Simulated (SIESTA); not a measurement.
Crystal: BiTe.

```
CELL_PARAMETERS angstrom
0.00000 3.23500 3.23500
3.23500 0.00000 3.23500
3.23500 3.23500 0.00000
ATOMIC_POSITIONS crystal
Bi 0.00000 0.00000 0.00000
Te 0.50000 0.50000 0.50000
```

Base run:

| Quantity | Value |
| --- | --- |
| Program | SIESTA 5.4.2 |
| Functional | PBE |
| Potentials or basis | PseudoDojo 0.4 standard (PBE files) |
| Basis | DZP (energy shift 0.003 Ry; two zetas on semicore shells) |
| Grid cutoff | 500 Ry |
| Energy shift | 0.003 Ry |
| k mesh | 7 × 7 × 7 |
| Occupations | fermi-dirac, width 0.05 eV |
| Spin | no spin polarisation |

Its results: band gap on the k mesh none (metal or under the smearing width); pressure 1.7 GPa.

The run is repeated on the same cell with these changes: functional from PBE to BLYP. What comes out?

Band gap on the k mesh none (metal or under the smearing width); pressure 5.2 GPa.

BLYP binds less tightly than PBE, so the same cell stands under more pressure.

Caveats: spin-orbit coupling is left out, which moves the levels of the heavy elements; the basis of atomic orbitals isn't converged, which shifts pressures, moduli and gaps; the potentials were made for another functional, which shifts forces and pressure (some runs).
